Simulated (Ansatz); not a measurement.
# BFH6N2: the cost of one run

Method: RKS B3LYP-D4/6-31G*, in Ansatz 0.2.0.

### 1 The starting structure

Bond lengths: B1–F3 1.320 Å, B1–N4 1.550 Å, N4–H5 1.060 Å, N4–H6 1.060 Å, B1–N7 1.850 Å, N7–H8 1.060 Å, N7–H9 1.060 Å. Angles: F3–B1–N4 120.0°, F3–B1–N7 105.4°, N4–B1–N7 92.8°, B1–N4–H5 120.0°, B1–N4–H6 120.0°, H5–N4–H6 120.0°, B1–N7–H8 120.0°, B1–N7–H9 120.0°, H8–N7–H9 120.0°.

Coordinates:

```xyz
10

B     0.0000    0.0000    0.0000
H     0.0000    0.0000    1.5400
F     1.1431    0.0000   -0.6600
N    -1.3423    0.0000   -0.7750
H    -2.0112   -0.8164   -0.6764
H    -1.5914    0.8164   -1.4036
N    -0.2314    1.7403    0.5833
H    -1.1621    2.2275    0.4417
H     0.5667    2.2503    1.0593
H    -0.1183    0.8900    1.5631
```

### 2 A restrained relaxation towards end A

Springs on the bonds that form and break draw the guess towards this end; the thresholds are loose.

The input, input.yaml:

```yaml
crystal:
  periodic: [false, false, false]
  atoms:
    - { symbol: B, position_ang: [0.0, 0.0, 0.0] }
    - { symbol: H, position_ang: [0.0, 0.0, 1.54] }
    - { symbol: F, position_ang: [1.1431, 0.0, -0.66] }
    - { symbol: "N", position_ang: [-1.3423, 0.0, -0.775] }
    - { symbol: H, position_ang: [-2.0112, -0.8164, -0.6764] }
    - { symbol: H, position_ang: [-1.5914, 0.8164, -1.4036] }
    - { symbol: "N", position_ang: [-0.2314, 1.7403, 0.5833] }
    - { symbol: H, position_ang: [-1.1621, 2.2275, 0.4417] }
    - { symbol: H, position_ang: [0.5667, 2.2503, 1.0593] }
    - { symbol: H, position_ang: [-0.1183, 0.89, 1.5631] }
basis:
  gaussian: { orbitals: "6-31G*" }
hamiltonian:
  xc: b3lyp
  dispersion: d4
relax:
  f_tol: 0.15
  max_steps: 25
  restrain:
    - { distance: [0, 6], at: 2.75, k: 30.0 }
    - { distance: [9, 1], at: 1.86, k: 30.0 }
    - { distance: [0, 1], at: 1.19, k: 30.0 }
    - { distance: [9, 6], at: 1.06, k: 30.0 }
```

Launch:

```bash
$ ansatz run input.yaml --threads 2 --pin off --max-ram 3072MiB --backend cpu --events-out ev --progress --plain --runs-dir out
```

What time and memory should one allow on 2 threads of Arm Neoverse V1, shared host?

About 21 s, with a peak of 0.14 GiB.
